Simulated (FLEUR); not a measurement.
Runs of FLEUR MaX-R8.1 (later development tree) on Pb. The structure is cubic, space group Fm-3m (No. 225). The conventional cell has a = 4.950 Å, b = 4.950 Å, c = 4.950 Å, α = 90.00°, β = 90.00°, γ = 90.00°. Around Pb (site symmetry m-3m) lie 12 Pb at 3.50 Å. 

```csv
task,level,spin,k mesh,inpgen profile,gmax,lmax,max iterations,mixing factor,kmax,V0 of scaled cells (Å³/atom),B0 (GPa)
equation of state,PBE,off,9 × 9 × 9,veryFastHighL,17.5 1/bohr,Pb 9,-,-,3.5 1/bohr,31.87,38
equation of state,PBE,off,9 × 9 × 9,precise,25 1/bohr,Pb 13,-,-,5 1/bohr,31.88,41
equation of state,LDA,off,9 × 9 × 9,-,11.8 1/bohr,Pb 11,-,-,3.8 1/bohr,28.98,(a)
equation of state,PBE,off,9 × 9 × 9,moderate,22.5 1/bohr,Pb 10,-,-,4.5 1/bohr,31.88,41
```

Alike in all rows: potentials or basis all-electron, FLAPW; cell as given; smearing fermi-dirac 0.05 eV.

Q: Fill in the values left out.

A: (a) 53.

The runs were made with more than one version of the program.
